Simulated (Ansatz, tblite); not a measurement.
**The cluster Ga4P4: isomers from a random search**

One table from this session's results is given with a row withheld; the runs are named, their logs left out.

Method: relaxed with PBE0-D4/def2-SVP, singlet; program: Ansatz 0.2.0, Gaussian basis.

11 further runs of the same task are left out: 9 that didn't finish, 2 set aside as unsound or not needed. Runs told in other sessions of the task aren't counted.

### The starting structure

8 atoms, charge 0, spin multiplicity 1.

Atoms are counted from 1 here; the program's logs count them from 0.

Bond lengths: Ga1–Ga4 2.591 Å, Ga1–P5 2.516 Å, Ga2–Ga3 2.591 Å, Ga2–P7 2.517 Å, Ga3–P6 2.514 Å, Ga4–P8 2.515 Å, P5–P6 2.277 Å, P5–P7 2.276 Å, P6–P8 2.276 Å, P7–P8 2.277 Å. Angles: Ga4–Ga1–P5 95.8°, Ga3–Ga2–P7 96.1°, Ga2–Ga3–P6 95.8°, Ga1–Ga4–P8 96.1°, Ga1–P5–P6 71.2°, Ga1–P5–P7 71.3°, P6–P5–P7 86.3°, Ga3–P6–P5 71.2°, Ga3–P6–P8 71.3°, P5–P6–P8 86.3°, Ga2–P7–P5 70.9°, Ga2–P7–P8 71.2°, P5–P7–P8 86.3°, Ga4–P8–P6 71.1°, Ga4–P8–P7 71.0°, P6–P8–P7 86.4°.

Geometry (Å):

```xyz
8
Ga4P4
Ga    0.95922    2.15780   -1.00694
Ga    0.30869   -2.53046   -0.26241
Ga    0.34571   -1.44827    2.09193
Ga   -1.60289    1.82525   -0.81651
P     1.57967   -0.06331   -0.00194
P    -0.01976    0.90832    1.29562
P    -0.07060   -0.39196   -1.53523
P    -1.50003   -0.45735    0.23548
```

A search from random starts with GFN1-xTB found 17 distinct shapes; 3 go on here. The structure above is candidate A, which lies 0.00 eV above the lowest at that level; B lies 0.61 eV above the lowest at that level; C lies 1.37 eV above the lowest at that level.

The first run:

The input, in.yaml:

```yaml
crystal:
  periodic: [false, false, false]
  atoms:
    - {symbol: Ga, position_ang: [0.959220, 2.157800, -1.006940]}
    - {symbol: Ga, position_ang: [0.308690, -2.530460, -0.262410]}
    - {symbol: Ga, position_ang: [0.345710, -1.448270, 2.091930]}
    - {symbol: Ga, position_ang: [-1.602890, 1.825250, -0.816510]}
    - {symbol: P, position_ang: [1.579670, -0.063310, -0.001940]}
    - {symbol: P, position_ang: [-0.019760, 0.908320, 1.295620]}
    - {symbol: P, position_ang: [-0.070600, -0.391960, -1.535230]}
    - {symbol: P, position_ang: [-1.500030, -0.457350, 0.235480]}
basis:
  gaussian: {orbitals: def2-SVP}
hamiltonian: {xc: pbe0, dispersion: d4}
scf: {lower_state_search: "off"}
output: {orbitals: {seedname: orbitals}}
relax: {f_tol: 0.02, max_steps: 100}
```

Command:

```bash
$ ansatz run in.yaml --threads 4 --pin off --events-out ev --progress --plain --max-ram 4787MiB
```

Steps of the session up to this table: Relaxing candidate A; Relaxing candidate B; Relaxing candidate C; Candidate B, PBE0-D4/def2-TZVP; Candidate B, PBE-D4/def2-TZVP; Candidate B, r2SCAN-D4/def2-TZVP; Candidate B, BLYP-D4/def2-TZVP; Candidate B, MP2/def2-SVP; Candidate C, PBE0-D4/def2-TZVP; Candidate C, PBE-D4/def2-TZVP; Candidate C, r2SCAN-D4/def2-TZVP; Candidate C, BLYP-D4/def2-TZVP; Candidate C, MP2/def2-SVP.

One of the session's tables, all rows but one given; the rest of the session is left out.

It belongs to the step «C against A». 

| level | C above A (eV) |
| --- | --- |
| GFN1-xTB | +1.344 |
| GFN2-xTB | +1.104 |
| HF/def2-SVP | -0.070 |
| PBE-D4/def2-TZVP | +0.223 |
| BLYP-D4/def2-TZVP | +0.231 |
| r2SCAN-D4/def2-TZVP | +0.016 |
| PBE0-D4/def2-TZVP | +0.177 |
| MP2/def2-SVP | ? |

Estimate the missing values for MP2/def2-SVP.

**Answer.** C above A (eV): -0.074. In the column «C above A (eV)» it is the lowest.

Limits of these values: The search was small, so a lower isomer may exist. Only singlets are compared; another spin may lie lower and prefer another shape.
